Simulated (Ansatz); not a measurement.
# NbTe (zincblende type): a single-point run

The task is a single-point run on NbTe (zincblende type). The structure is shown as the input types it.

Program: Ansatz 0.2.0. Level of theory: DFT, LDA, all-electron LAPW, scalar-relativistic. These are calculated values, not measurements.

1 further run of the same task is left out (it didn't finish). Runs told in other sessions of the task aren't counted.

### 1 Starting point

The structure is cubic, space group F-43m (No. 216). The conventional cell has a = 6.161 Å, b = 6.161 Å, c = 6.161 Å, α = 90.00°, β = 90.00°, γ = 90.00°. Around Nb (site symmetry -43m) lie 4 Te at 2.67 Å. Te (site symmetry -43m) is surrounded by 4 Nb at 2.67 Å.

Coordinates:

```cif
data_structure
_symmetry_space_group_name_H-M 'P 1'
_symmetry_Int_Tables_number 1
_cell_length_a 4.3562
_cell_length_b 4.3562
_cell_length_c 4.3562
_cell_angle_alpha 60.000
_cell_angle_beta 60.000
_cell_angle_gamma 60.000
_cell_volume 58.45
loop_
_atom_site_label
_atom_site_type_symbol
_atom_site_fract_x
_atom_site_fract_y
_atom_site_fract_z
_atom_site_occupancy
Nb1 Nb 0.00000 0.00000 0.00000 1
Te1 Te 0.25000 0.25000 0.25000 1
```

### 2 The run

File input.yaml:

```yaml
crystal:
  lattice:
    - [0.0, 3.0803032375, 3.0803032375]
    - [3.0803032375, 0.0, 3.0803032375]
    - [3.0803032375, 3.0803032375, 0.0]
  atoms:
    - { symbol: Nb, position: [0.0, 0.0, 0.0] }
    - { symbol: Te, position: [0.25, 0.25, 0.25] }
kpoints:
  mp_grid: { grid: [12, 12, 12] }
  band_path:
    path:
      - [0.0, 0.0, 0.0]
      - [-0.5, -0.5, 0.0]
      - [-0.375, -0.375, 0.25]
      - [-0.375, 0.0, 0.375]
      - [0.0, 0.0, 0.0]
      - [0.0, 0.0, 0.5]
      - [-0.5, -0.25, 0.25]
      - [-0.5, -0.5, 0.0]
    npoints: 14
scf:
  occupations: { method: fermi_dirac, width: 0.1 }
  convergence: { dr2_threshold: 1.0e-20 }
  max_iter: 50
hamiltonian:
  xc: lda
  pseudopotentials: { kind: all_electron, lapw: { basis_error: 0.001 } }
output:
  forces: true
  stress: true
  eigenvalues: true
  populations: true
```

Launch:

```
$ ansatz run input.yaml --threads 1 --pin off --max-ram 2048MiB --backend cpu --events-out ev --progress --plain --runs-dir out
```

**Question.** How will this run end, and is anything wrong with its input?

The program finished normally. Convergence says nothing about whether the input makes sense.

The suspect setting: scf.convergence.dr2_threshold is 1.0e-20. The risk: threshold needlessly tight. Once met, so tight a threshold does no harm; it costs cycles.

Run again and compare: delete scf.convergence.dr2_threshold (the default then holds).
